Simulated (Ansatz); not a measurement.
# B2H6OSi: the cost of one run

Program: Ansatz 0.2.0, Gaussian basis. Level of theory: the settings change from run to run. These are calculated values, not measurements.

**1. The relaxed structure**

An earlier PBE0-D4 in a triple-zeta def2 set relaxation fixed the geometry.

SMILES `BOB[SiH3]`, 10 atoms, charge 0, spin multiplicity 1.

Atoms are counted from 1 here; the program's logs count them from 0.

Bond lengths: B1–O2 1.368 Å, B1–H5 1.199 Å, B1–H6 1.195 Å, O2–B3 1.368 Å, B3–Si4 2.028 Å, B3–H7 1.204 Å, Si4–H8 1.491 Å, Si4–H9 1.487 Å, Si4–H10 1.491 Å. Angles: O2–B1–H5 119.5°, O2–B1–H6 117.3°, H5–B1–H6 123.2°, B1–O2–B3 124.7°, O2–B3–Si4 120.4°, O2–B3–H7 118.1°, Si4–B3–H7 121.5°, B3–Si4–H8 109.1°, B3–Si4–H9 113.8°, B3–Si4–H10 109.1°, H8–Si4–H9 108.8°, H8–Si4–H10 107.1°, H9–Si4–H10 108.7°.

**2. B97/def2-SVP**

Set apart from the defaults: high accuracy.

Contents of in.yaml:

```yaml
crystal:
  periodic: [false, false, false]
  atoms:
    - {symbol: B, position_ang: [-0.804570, 1.660282, -1.422405]}
    - {symbol: O, position_ang: [-0.625398, 0.852884, -0.333247]}
    - {symbol: B, position_ang: [0.292923, -0.158562, -0.255687]}
    - {symbol: Si, position_ang: [0.446863, -1.279431, 1.427442]}
    - {symbol: H, position_ang: [-0.122960, 1.499957, -2.395469]}
    - {symbol: H, position_ang: [-1.648890, 2.502901, -1.347363]}
    - {symbol: H, position_ang: [0.997834, -0.358286, -1.211657]}
    - {symbol: H, position_ang: [0.220814, -2.712419, 1.082335]}
    - {symbol: H, position_ang: [-0.508635, -0.889078, 2.498440]}
    - {symbol: H, position_ang: [1.835219, -1.169446, 1.960511]}
basis:
  gaussian: {orbitals: def2-SVP}
hamiltonian: {xc: {name: B97}}
accuracy: high
output: {forces: true}
```

Launch:

```console
ansatz run in.yaml --threads 2 --pin off --events-out ev --progress --plain --max-ram 4352MiB
```

**Question.** How long does this run take on 2 threads of Arm Neoverse V1, shared host, and how much memory does it need?

About 15 s, with a peak of 0.48 GiB.
